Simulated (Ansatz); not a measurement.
# CH₄Cl₂SeSn: one species, many methods

The task here is to estimate one member of a computed series from the others.

Method: functionals in def2-TZVPP, the program's frozen cores in correlated methods; program: Ansatz 0.2.0, Gaussian basis.

Plan: LDA (SPW92), PBE-D4, revPBE-D4, BLYP-D4, r2SCAN-D4, B97M-V, PBE0-D4, B3LYP-D4, r2SCANh-D4, r2SCAN0-D4, HSE06-D4, BHLYP-D4, CAM-B3LYP-D4, LC-ωPBE, ωB97X-V, ωB97M-V, B2PLYP, PBE-QIDH; CCSD(T)/def2-SVP; CCSD(T)/def2-TZVPP; MP2/def2-QZVPP; extrapolation to the limit; RPA on PBE.

## Structure used throughout

An earlier PBE0-D4 in a triple-zeta def2 set relaxation fixed the geometry. Sn takes the def2 core potential; no spin-orbit term is included.

SMILES `C[Se][SnH]([Cl])[Cl]`, 9 atoms, charge 0, spin multiplicity 1.

Atoms are counted from 1 here; the program's logs count them from 0.

Bond lengths: C1–Se2 1.961 Å, C1–H6 1.087 Å, C1–H7 1.087 Å, C1–H8 1.089 Å, Se2–Sn3 2.488 Å, Sn3–Cl4 2.325 Å, Sn3–Cl5 2.325 Å, Sn3–H9 1.697 Å. Angles: Se2–C1–H6 110.1°, Se2–C1–H7 110.1°, Se2–C1–H8 105.5°, H6–C1–H7 111.2°, H6–C1–H8 109.9°, H7–C1–H8 109.9°, C1–Se2–Sn3 95.4°, Se2–Sn3–Cl4 108.8°, Se2–Sn3–Cl5 108.8°, Se2–Sn3–H9 116.5°, Cl4–Sn3–Cl5 103.4°, Cl4–Sn3–H9 109.3°, Cl5–Sn3–H9 109.3°.

Set-up of the first run:

The input, in.yaml:

```yaml
crystal:
  periodic: [false, false, false]
  atoms:
    - {symbol: C, position_ang: [-1.227195, -0.041726, 1.135368]}
    - {symbol: Se, position_ang: [0.230546, 1.266318, 1.041630]}
    - {symbol: Sn, position_ang: [1.312972, 0.270352, -0.965373]}
    - {symbol: Cl, position_ang: [1.783235, -1.964417, -0.530327]}
    - {symbol: Cl, position_ang: [-0.247585, 0.167390, -2.685448]}
    - {symbol: H, position_ang: [-1.829614, 0.004041, 0.231194]}
    - {symbol: H, position_ang: [-0.824514, -1.040127, 1.288865]}
    - {symbol: H, position_ang: [-1.826420, 0.252589, 1.995272]}
    - {symbol: H, position_ang: [2.716974, 1.039380, -1.528280]}
basis:
  gaussian: {orbitals: def2-TZVPP}
hamiltonian: {xc: lda}
output: {orbitals: {seedname: orbitals}}
```

The run is started by

```bash
$ ansatz run in.yaml --threads 2 --pin off --events-out ev --progress --plain --max-ram 32768MiB --backend cpu
```

Among the steps run: LDA; PBE-D4 (GGA); revPBE-D4 (GGA); BLYP-D4 (GGA); r2SCAN-D4 (meta-GGA); B97M-V (meta-GGA); PBE0-D4 (hybrid); B3LYP-D4 (hybrid); r2SCANh-D4 (hybrid); r2SCAN0-D4 (hybrid); HSE06-D4 (hybrid); BHLYP-D4 (hybrid); CAM-B3LYP-D4 (range-separated); LC-ωPBE (range-separated); ωB97X-V (range-separated); ωB97M-V (range-separated); B2PLYP (double hybrid); PBE-QIDH (double hybrid).

One of the session's tables, all rows but one given; the rest of the session is left out.

It belongs to the step «Frontier levels by functional». 

```
  functional  HOMO (eV)  LUMO (eV)  gap (eV)
 LDA (SPW92)      -6.20      -3.06      3.14
      PBE-D4      -6.06      -2.79      3.27
   revPBE-D4      -6.01      -2.70      3.31
     BLYP-D4      -5.90      -2.73      3.17
   r2SCAN-D4      -6.34      -2.61      3.72
      B97M-V      -6.42      -2.51      3.91
     PBE0-D4      -7.22      -1.93      5.29
    B3LYP-D4      -6.98      -2.21      4.77
  r2SCANh-D4      -6.76      -2.30      4.46
  r2SCAN0-D4      -7.39      -1.83      5.57
    HSE06-D4      -6.82      -2.30      4.53
    BHLYP-D4      -8.22      -0.99      7.23
CAM-B3LYP-D4      -8.50      -0.96      7.54
     LC-ωPBE          ?          ?         ?
     ωB97X-V      -9.52       0.12      9.64
     ωB97M-V      -9.37      -0.01      9.36
```

Estimate the missing values for LC-ωPBE.

As computed: HOMO (eV): -9.86; LUMO (eV): 0.23; gap (eV): 10.09. In the column «HOMO (eV)» it is the lowest.
